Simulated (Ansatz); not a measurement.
# H4NSn: the cost of one run

Method: UKS LDA/def2-TZVP, in Ansatz 0.2.0.

## (1) The structure to begin with

Bond lengths: N1–Sn2 2.082 Å, N1–H3 1.006 Å, N1–H4 1.019 Å, Sn2–H5 1.762 Å, Sn2–H6 1.759 Å. Angles: N1–Sn2–H5 110.2°, N1–Sn2–H6 110.7°, H5–Sn2–H6 109.6°, Sn2–N1–H3 107.2°, Sn2–N1–H4 104.6°, H3–N1–H4 112.3°.

Coordinates:

```xyz
6

N    -0.2893   -1.1275    0.0793
Sn    0.4214    0.8255   -0.0441
H     0.0952   -1.6340   -0.7000
H     0.0591   -1.4714    0.9733
H     0.0009    1.5292   -1.6042
H    -0.2452    1.8141    1.2496
```

## (2) End point A

input.yaml

```yaml
crystal:
  periodic: [false, false, false]
  atoms:
    - { symbol: "N", position_ang: [-0.2893, -1.1275, 0.0793] }
    - { symbol: Sn, position_ang: [0.4214, 0.8255, -0.0441] }
    - { symbol: H, position_ang: [0.0952, -1.634, -0.7] }
    - { symbol: H, position_ang: [0.0591, -1.4714, 0.9733] }
    - { symbol: H, position_ang: [0.0009, 1.5292, -1.6042] }
    - { symbol: H, position_ang: [-0.2452, 1.8141, 1.2496] }
magnetization:
  spin_polarized: true
  initial_magnetization: 1
basis:
  gaussian: { orbitals: def2-TZVP }
hamiltonian:
  xc: lda
relax:
  f_tol: 0.015
  max_steps: 40
```

Started as:

```console
$ ansatz run input.yaml --threads 2 --pin off --max-ram 3072MiB --backend cpu --events-out ev --progress --plain --runs-dir out
```

**Question.** How long does this run take on 2 threads of Arm Neoverse V1, shared host, and how much memory does it need?

About 7.1 s, with a peak of 0.17 GiB.
